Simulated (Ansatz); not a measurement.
The system is TaVN2.

```
Ta V N
1.0
     3.04987    0.00000    0.00000
     0.00000    3.04987    0.00000
     0.00000    0.00000    4.29606
Ta V N
1 1 2
Direct
  0.00000 0.00000 0.00000
  0.50000 0.50000 0.50000
  0.50000 0.50000 0.00000
  0.00000 0.00000 0.50000
```

The cell comes from a database or a generator and needn't be the stable form of this composition.

Program: Ansatz 0.2.0. Alike in all runs: task band structure; potentials or basis Ansatz PAW; spin collinear, ferromagnetic start; cell as given; k mesh 9 × 9 × 6; smearing fermi-dirac 0.05 eV.

**Question.** Order these runs on this cell by their pressure, lowest first.
A. level PBE; cutoff (eV) 420
B. level PBEsol; cutoff (eV) 420
C. level r2SCAN; cutoff (eV) 500
D. level LDA; cutoff (eV) 420

**Answer.** D (-19.3 GPa), B (-11.1 GPa), A (-0.8 GPa), C (1.0 GPa).

Caveats: the PAW data sets come from PBE, with cores solved anew for the run's functional, which leaves a small shift of forces and pressure (some runs); the magnetic or orbital state may not be the lowest (some runs).

Not every run made on this cell is shown here.
